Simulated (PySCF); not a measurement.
# C4H10FIn (InEt2F): the cost of one run

Computed with PySCF 2.14.0 and routines of our own; the level stands in each step. Atoms count from 0.

## 1. The starting structure

16 atoms, charge 0, multiplicity 1; geometry from: GFN2-xTB.

## 2. Relaxing the molecule at PBE0-D3(BJ)/def2-SVP

What the job is given:

```
{"job": {"xc": "PBE0", "basis": "def2-SVP", "d3": "d3bj", "grid": 1, "maxiter": 30, "shake": 0.03, "kind": "geom"}, "charge": 0, "multiplicity": 1}
In    -0.264060    -0.344260     0.475620
C      1.740280    -1.041200    -0.134490
C      2.476500    -1.382590     1.095210
H      2.335350    -0.237750    -0.725870
H      1.580060    -1.920790    -0.790270
H      3.473960    -1.836240     0.855200
H      2.778320    -0.487340     1.709060
H      2.014140    -2.047700     1.731770
C     -2.169120     0.971060    -0.106740
C     -1.987890     1.690680    -1.441540
H     -2.365760     1.623130     0.697850
H     -2.963660     0.238480    -0.193970
H     -2.970620     2.286240    -1.749200
H     -1.205250     2.416810    -1.386300
H     -1.787820     0.976100    -2.289840
F     -0.718810    -0.938570     2.319930
```

Command:

```sh
$ OMP_NUM_THREADS=1 python heavy_run.py task.json out
```

This one command runs all jobs of the session in turn.

Q: Estimate the wall time and peak memory of this first job on 1 thread of Arm Neoverse V2, shared host.

About 85 s, with a peak of 0.55 GiB.
